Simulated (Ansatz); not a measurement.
# WSe2: the cost of one run

Computed with Ansatz 0.2.0 (DFT LDA, scalar-relativistic, plane waves, PAW, and further levels as typed in the inputs, unless a step's input says otherwise).

### Step 1. Starting point

Symmetry: P6_3/mmc, No. 194, hexagonal system. The conventional cell has a = 3.282 Å, b = 3.282 Å, c = 12.960 Å, α = 90.00°, β = 90.00°, γ = 120.00°. W (site symmetry -6m2) has 6 Se at 2.53 Å in its first shell of neighbours. Around Se (site symmetry 3m) lie 3 W at 2.53 Å.

Structure file:

```xyz
6
Lattice="3.2820 0.0000 0.0000 -1.6410 2.8423 0.0000 0.0000 0.0000 12.9600" Properties=species:S:1:pos:R:3 pbc="T T T"
W     0.0000    1.8949    3.2400
W     1.6410    0.9474    9.7200
Se    0.0000    1.8949    8.0495
Se    1.6410    0.9474    1.5695
Se    0.0000    1.8949   11.3905
Se    1.6410    0.9474    4.9105
```

The structure rests on an entry of the Crystallography Open Database; cell or positions may have been set otherwise for this series.

### Step 2. Single point: WSe2, no spin

File input.yaml:

```yaml
crystal:
  lattice:
    - [3.2820020026, 0.0, 0.0]
    - [-1.6410010013, 2.8422971095, 0.0]
    - [0.0, 0.0, 12.96]
  atoms:
    - { symbol: W, position: [0.3333333333, 0.6666666667, 0.25] }
    - { symbol: W, position: [0.6666666667, 0.3333333333, 0.75] }
    - { symbol: Se, position: [0.3333333333, 0.6666666667, 0.6211] }
    - { symbol: Se, position: [0.6666666667, 0.3333333333, 0.1211] }
    - { symbol: Se, position: [0.3333333333, 0.6666666667, 0.8789] }
    - { symbol: Se, position: [0.6666666667, 0.3333333333, 0.3789] }
scf:
  occupations: { method: fixed }
output:
  forces: false
  stress: false
  eigenvalues: true
  eigenstates:
    kpoints:
      - [0.3333333333333, 0.3333333333333, 0]
      - [0, 0, 0]
      - [0.3333333333333, 0.3333333333333, 0.5]
    e_range: [-2.5, 3]
  write_density: true
  write_potential: true
  elf: true
  volumetric_format: npy
kpoints:
  mp_grid: { grid: [9, 9, 2] }
hamiltonian:
  xc: lda
```

Launch:

```bash
ansatz run input.yaml --threads 8 --pin off --max-ram 32768MiB --backend cpu --events-out ev --progress --plain --runs-dir out
```

**Question.** How long does this run take on 8 threads of Intel Xeon Platinum 8259CL at 2.50GHz (Skylake/Cascade Lake), shared host, and how much memory does it need?

About 3.3 s, with a peak of 0.69 GiB.
